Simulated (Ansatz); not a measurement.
# BGeHF+ (triplet): wave-function methods side by side, cc-pVDZ

One table from this session's results is given with a row withheld; the runs are named, their logs left out.

The runs use Ansatz 0.2.0, Gaussian basis; cc-pVDZ, core rule «outside noble gas», up to 16 orbitals frozen.

The runs, in order: UHF; CCSD(T) on ROHF; CCSD(T) on UHF; BCCD(T) on ROHF; CISD as a restricted active space (open shells left free, so some higher excitations enter); CCSDT(Q) on ROHF; CCSDT(Q) on UHF; CASSCF and NEVPT2, 10 electrons in 10 orbitals.

20 further runs of the same task are left out: 11 that didn't finish, 9 set aside as unsound or not needed. Runs told in other sessions of the task aren't counted.

## The system

The geometry is a PBE0/def2-TZVP stationary point (not a proven minimum) of the parent state, kept for this charge and spin. No spin-orbit coupling is included. The filled d shell of Ge may be among the frozen orbitals whatever the setting's name suggests.

4 atoms, charge 1, spin multiplicity 3.

Atoms are counted from 1 here; the program's logs count them from 0.

Bond lengths: B1–Ge2 1.904 Å, Ge2–F3 1.741 Å, Ge2–H4 1.533 Å. Angles: B1–Ge2–F3 122.5°, B1–Ge2–H4 135.8°, F3–Ge2–H4 101.7°.

Set-up of the first run:

The input, in.yaml:

```yaml
crystal:
  periodic: [false, false, false]
  atoms:
    - {symbol: B, position_ang: [0.000000, -0.815465, 1.721972]}
    - {symbol: Ge, position_ang: [0.000000, 0.225920, 0.127967]}
    - {symbol: F, position_ang: [0.000000, -0.491121, -1.458209]}
    - {symbol: H, position_ang: [0.000000, 1.722026, -0.206468]}
basis:
  gaussian: {orbitals: cc-pVDZ}
total_charge: 1
magnetization: {spin_polarized: true, initial_magnetization: 2}
hamiltonian: {xc: hf}
output: {orbitals: {seedname: orbitals}}
```

Started as:

```sh
$ ansatz run in.yaml --threads 1 --pin off --events-out ev --progress --plain --max-ram 2393MiB
```

Among the steps run: UHF; CCSD(T) on ROHF; CCSD(T) on UHF; BCCD(T) on ROHF; CISD as a restricted active space (open shells left free, so some higher excitations enter); CCSDT(Q) on ROHF; CCSDT(Q) on UHF; CASSCF and NEVPT2, 10 electrons in 10 orbitals.

One table of the session follows, with a row left open; its other results are not shown here.

| method | from UCCSDT(Q) (meV) |
| --- | --- |
| ROHF | +8901.4 |
| UHF | ? |
| RMP2 | +935.3 |
| UMP2 | +932.4 |
| RCCSD | +279.9 |
| UCCSD | +277.7 |
| RCCSD(T) | +62.8 |
| UCCSD(T) | +61.6 |
| BCCD(T) | +55.7 |
| RCCSDT | +24.9 |
| UCCSDT | +23.8 |
| RCCSDT(Q) | +6.7 |
| UCCSDT(Q) | 0 |

Estimate the missing values for UHF.

**Answer.** from UCCSDT(Q) (meV): +8860.1. In the column «from UCCSDT(Q) (meV)» it lies between RMP2 (+935.3) and ROHF (+8901.4).

Not comparable, so not listed: CISD as a restricted active space (open shells left free, so some higher excitations enter) (they don't share determinant, frozen orbitals or solution with the rows shown, or repeat one).

To keep in mind: Left out of the table: CASSCF frontier, NEVPT2 frontier (the active space lost an orbital or holds another state than full CI finds). Restricted and unrestricted rows rest on different reference determinants; a gap between their highest levels can come from leftover correlation error, from unlike frozen cores or from another state. Warnings in the runs' records: passed over end.
